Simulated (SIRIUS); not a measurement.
# ZnO4 (P-3m1) in SIRIUS: notebook

One crystal, ZnO4, is run at these levels: PBE; tasks: single point.

Program: SIRIUS 7.10.0. These are calculated values, not measurements. Logs are shortened: lines on timing, memory, paths and dates and some standing lists are left out, and cuts for length are marked. The log counts tension as positive stress, the text compression.

### 1 Starting point

The structure is trigonal, space group P-3m1 (No. 164). The conventional cell has a = 3.060 Å, b = 3.060 Å, c = 7.939 Å, α = 90.00°, β = 90.00°, γ = 120.00°. Zn (site symmetry -3m) has 6 O at 2.01 Å as nearest neighbours. O (site symmetry 3m) has 3 Zn at 2.01 Å as nearest neighbours. O (site symmetry 3m) has 3 O at 2.30 Å as nearest neighbours.

The cell was built by a generator and needn't be a form met in nature.

### 2 Single point, PBE

sirius.json reads:

```json
{
  "control": {
    "processing_unit": "cpu",
    "verbosity": 2,
    "num_bands_to_print": 32,
    "print_forces": true,
    "print_stress": true
  },
  "parameters": {
    "electronic_structure_method": "pseudopotential",
    "xc_functionals": ["XC_GGA_X_PBE", "XC_GGA_C_PBE"],
    "gk_cutoff": 9.2,
    "pw_cutoff": 18.4,
    "ngridk": [5, 5, 2],
    "shiftk": [0, 0, 0],
    "smearing": "fermi_dirac",
    "smearing_width": 0.0018374661,
    "num_bands": 32,
    "num_mag_dims": 0,
    "num_dft_iter": 100,
    "energy_tol": 1e-08,
    "density_tol": 1e-06
  },
  "iterative_solver": {
    "type": "davidson",
    "min_tolerance": 1e-09,
    "tolerance_scale": [0.1, 0.25]
  },
  "mixer": {
    "type": "anderson",
    "beta": 0.7,
    "max_history": 8
  },
  "settings": {
    "tol_ne": 1e-10,
    "pseudo_grid_cutoff": 6.5
  },
  "unit_cell": {
    "lattice_vectors": [
      [1.0, 0.0, 0.0],
      [-0.5, 0.866025096399, 0.0],
      [0.0, 0.0, 2.594310829358]
    ],
    "lattice_vectors_scale": 5.7829398866,
    "atom_coordinate_units": "lattice",
    "atom_types": ["Zn", "O"],
    "atom_files": {
      "Zn": "Zn.json",
      "O": "O.json"
    },
    "atoms": {
      "Zn": [
        [0.0, 0.0, 0.0]
      ],
      "O": [
        [0.33333, 0.66667, 0.12117],
        [0.33333, 0.66667, 0.59234],
        [0.66667, 0.33333, 0.40766],
        [0.66667, 0.33333, 0.87883]
      ]
    }
  }
}
```

Potentials or basis: PseudoDojo 0.4.1 PBE standard (scalar relativistic).

Run with:

```
upf_to_json Zn.upf
upf_to_json O.upf
OMP_NUM_THREADS=1 sirius.scf --input=sirius.json --output=out.json --task=0
```

Output:

```text
[info] SIRIUS version : 7.10.0
[info] number of MPI ranks           : 1
[info] MPI grid                      : 1 1
[info] maximum number of OMP threads : 1
[fft] FFT context for density and potential
[fft] =====================================
[fft]   comm size                             : 1
[fft]   plane wave cutoff                     : 18.4
[fft]   grid size                             : 36 36 90   total : 116640
[fft]   grid limits                           : -17 18   -17 18   -44 45
[fft]   number of G-vectors within the cutoff : 22814
[fft]   local number of G-vectors             : 22814
[fft]   number of G-shells                    : 6217
[fft] FFT context for coarse grid
[fft] =====================================
[fft]   comm size                             : 1
[fft]   plane wave cutoff                     : 18.4
[fft]   grid size                             : 36 36 90   total : 116640
[fft]   grid limits                           : -17 18   -17 18   -44 45
[fft]   number of G-vectors within the cutoff : 22814
[fft]   local number of G-vectors             : 22814
[fft]   number of G-shells                    : 6217
[unit cell] lattice vectors
[unit cell]   a1 :       5.7829398866      0.0000000000      0.0000000000
[unit cell]   a2 :      -2.8914699433      5.0081710728      0.0000000000
[unit cell]   a3 :       0.0000000000      0.0000000000     15.0027435733
[unit cell] reciprocal lattice vectors
[unit cell]   b1 :       1.0865036522      0.6272933987     -0.0000000000
[unit cell]   b2 :       0.0000000000      1.2545867974      0.0000000000
[unit cell]   b3 :       0.0000000000     -0.0000000000      0.4188024195
[unit cell] unit cell volume :       434.50874307 [a.u.^3]
[unit cell] 1/sqrt(omega)    :         0.04797343
[unit cell] MT volume        :         0.00000000 ( 0.00%)
[unit cell] IT volume        :       434.50874307 (100.00%)
[unit cell] number of atom types : 2
[unit cell] type id : 0 symbol : Zn mt_radius :  13.250000 num_atoms : 1
[unit cell] type id : 1 symbol :  O mt_radius :   9.350000 num_atoms : 4
[unit cell] total number of atoms : 5
[unit cell] number of symmetry classes : 3
[unit cell] number of PAW atoms : 0
[unit cell] atom id  type id  class id             position                      vector_field
[unit cell] ------------------------------------------------------------------------------------------
[... 475 lines left out ...]
[find] --------------------------------------------------------------------------------
[find] valence_eval_sum               :     -30.32121979
[find] <rho|V^{XC}>                   :     -42.99686058
[find] <rho|E^{XC}>                   :     -38.42708447
[find] <mag|B^{XC}>                   :       0.00000000
[find] <rho|V^{H}>                    :     293.81079064
[find] one-electron contribution      :    -281.13514985 (Ha),    -562.27029971 (Ry)
[find] hartree contribution           :     146.90539532
[find] xc contribution                :     -38.42708447
[find] ewald contribution             :    -102.01006196
[find] PAW contribution               :       0.00000000
[find] smearing (-TS)                 :      -0.00343919
[find] SCF correction                 :      -0.00000099
[find] Total energy                   :    -274.66690196 (Ha),    -549.33380392 (Ry)
[find] Free energy (E-TS)             :    -274.67034115 (Ha),    -549.34068230 (Ry)
[find] band gap (eV)                  :       0.00000000
[find] Efermi                         :       0.09920753
[ground_state] === stress tensor components [kbar] ===
[ground_state] === stress_kin ===
[ground_state] -60628.251508    0.023611    0.098241
[ground_state]     0.023611-60628.222477   -0.056510
[ground_state]     0.098241   -0.056510-60648.743134
[ground_state] === stress_har ===
[ground_state] -62626.508340    0.175361   -0.115516
[ground_state]     0.175361-62626.312244    0.062288
[ground_state]    -0.115516    0.06228825781.740823
[ground_state] === stress_ewald ===
[ground_state] -10643.663305    0.295604   -0.250624
[ground_state]     0.295604-10643.332707    0.137207
[ground_state]    -0.250624    0.13720790359.006525
[ground_state] === stress_vloc ===
[ground_state] 98510.144010   -0.482846    0.313807
[ground_state]    -0.48284698509.602529   -0.169431
[ground_state]     0.313807   -0.169431-90809.594321
[ground_state] === stress_xc ===
[ground_state]  3472.906066    0.000637    0.000174
[ground_state]     0.000637 3472.906802   -0.000112
[ground_state]     0.000174   -0.000112 3485.476298
[ground_state] === stress_core ===
[ground_state]  4375.303379   -0.000798   -0.001101
[ground_state]    -0.000798 4375.302436    0.000642
[ground_state]    -0.001101    0.000642 4370.567614
[ground_state] === stress_nonloc ===
[ground_state] 27618.750481   -0.009199   -0.041176
[ground_state]    -0.00919927618.739076    0.023647
[ground_state]    -0.041176    0.02364727605.602897
[ground_state] === stress_us_nl ===
[ground_state] 27618.750481   -0.009199   -0.041176
[ground_state]    -0.00919927618.739076    0.023647
[ground_state]    -0.041176    0.02364727605.602897
[ground_state] === stress_total ===
[ground_state]    78.680783    0.002370    0.003805
[ground_state]     0.002370   78.683414   -0.002270
[ground_state]     0.003805   -0.002270  144.056703
[ground_state] ==== total Forces in Ha/bohr =====
[ground_state] atom:    0, force:       0.0000000      0.0000000      0.0000000
[ground_state] atom:    1, force:      -0.0000004      0.0000002      0.0077945
[ground_state] atom:    2, force:      -0.0000036      0.0000022     -0.0426378
[ground_state] atom:    3, force:       0.0000036     -0.0000022      0.0426378
[ground_state] atom:    4, force:       0.0000004     -0.0000002     -0.0077945
[ground_state] ==== ultrasoft contribution from Qij =====
[ground_state] atom:    0, force:       0.0000000      0.0000000      0.0000000
[ground_state] atom:    1, force:       0.0000000      0.0000000      0.0000000
[ground_state] atom:    2, force:       0.0000000      0.0000000      0.0000000
[ground_state] atom:    3, force:       0.0000000      0.0000000      0.0000000
[ground_state] atom:    4, force:       0.0000000      0.0000000      0.0000000
[ground_state] ==== non-local contribution from Beta-projector =====
[ground_state] atom:    0, force:       0.0000000      0.0000000      0.0000000
[ground_state] atom:    1, force:      -0.0000091      0.0000049     -0.3400054
[ground_state] atom:    2, force:      -0.0000118      0.0000069     -0.1448073
[ground_state] atom:    3, force:       0.0000118     -0.0000069      0.1448073
[ground_state] atom:    4, force:       0.0000091     -0.0000049      0.3400054
[ground_state] ==== contribution from local potential =====
[ground_state] atom:    0, force:       0.0000000      0.0000000      0.0000000
[ground_state] atom:    1, force:      -0.0000918      0.0000500    -13.5029747
[ground_state] atom:    2, force:      -0.0000178      0.0000107      3.3572712
[ground_state] atom:    3, force:       0.0000178     -0.0000107     -3.3572712
[ground_state] atom:    4, force:       0.0000918     -0.0000500     13.5029747
[ground_state] ==== contribution from core density =====
[ground_state] atom:    0, force:       0.0000000      0.0000000      0.0000000
[ground_state] atom:    1, force:       0.0000003     -0.0000002      0.0099722
[ground_state] atom:    2, force:       0.0000005     -0.0000003      0.0063970
[ground_state] atom:    3, force:      -0.0000005      0.0000003     -0.0063970
[ground_state] atom:    4, force:      -0.0000003      0.0000002     -0.0099722
[ground_state] ==== Ewald forces from ions =====
[ground_state] atom:    0, force:       0.0000000      0.0000000      0.0000000
[ground_state] atom:    1, force:       0.0001001     -0.0000546     13.8408024
[ground_state] atom:    2, force:       0.0000254     -0.0000152     -3.2614987
[ground_state] atom:    3, force:      -0.0000254      0.0000152      3.2614987
[ground_state] atom:    4, force:      -0.0001001      0.0000546    -13.8408024
[~DFT_ground_state] local op. applied: 65001
[~DFT_ground_state] evp. work count: 9197.37
[~DFT_ground_state] number of iterative solver steps: 4503
```

It took 5.9 min on 1 thread of Arm Neoverse V1, shared host; peak memory 0.55 GiB.

Results:

| Quantity | Value |
| --- | --- |
| Free energy | -7474.1607 eV |
| Pressure | -10.0 GPa |
| Largest force | 2.193 eV/Å |
| Band gap on the k mesh | none (metal or under the smearing width) |

Forces on the atoms (eV/Å):
```
Zn   0.000  0.000  0.000
O    0.000  0.000  0.401
O    0.000  0.000 -2.193
O    0.000  0.000  2.193
O    0.000  0.000 -0.401
```

Caveat: the k mesh is coarse (spacing up to 0.47 Å⁻¹), so the values aren't converged; forces of over 1 eV/Å show positions far from the minimum, so gaps and moduli don't describe the material at rest.

### 3 Single point, PBE

Edit sirius.json of step 2 so:

```diff
@@ -39,7 +39,6 @@
     "lattice_vectors": [
-      [1.0, 0.0, 0.0],
-      [-0.5, 0.866025096399, 0.0],
-      [0.0, 0.0, 2.594310829358]
+      [5.78293988658, 0.0, 0.0],
+      [-2.89146994329, 5.008171072744, 0.0],
+      [0.0, 0.0, 15.002743573278]
     ],
-    "lattice_vectors_scale": 5.7829398866,
     "atom_coordinate_units": "lattice",
```

Potentials or basis: SPMS 1.0 PBE (norm-conserving).

Run with:

```
upf_to_json 30_Zn_20_1.9_2.3_pbe_n_v1.0.upf
upf_to_json 08_O_6_1.2_1.4_pbe_n_v1.0.upf
OMP_NUM_THREADS=1 sirius.scf --input=sirius.json --output=out.json --task=0
```

It took 6.7 min on 1 thread of Arm Neoverse V1, shared host; peak memory 0.54 GiB.

The run converged. Its results:

| Item | Value |
| --- | --- |
| Free energy | -7153.0266 eV |
| Pressure | -9.7 GPa |
| Largest force | 2.194 eV/Å |
| Band gap on the k mesh | none (metal or under the smearing width) |

Forces in eV/Å, atoms in the order of the input:
```
Zn   0.000  0.000  0.000
O    0.000  0.000  0.447
O    0.000  0.000 -2.194
O    0.000  0.000  2.194
O    0.000  0.000 -0.447
```

Stress tensor (GPa, compression positive):
```
 -7.49   0.00   0.00
  0.00  -7.49   0.00
  0.00   0.00 -14.18
```

Caveat: the k mesh is coarse (spacing up to 0.47 Å⁻¹), so the values aren't converged; forces of over 1 eV/Å show positions far from the minimum, so gaps and moduli don't describe the material at rest.
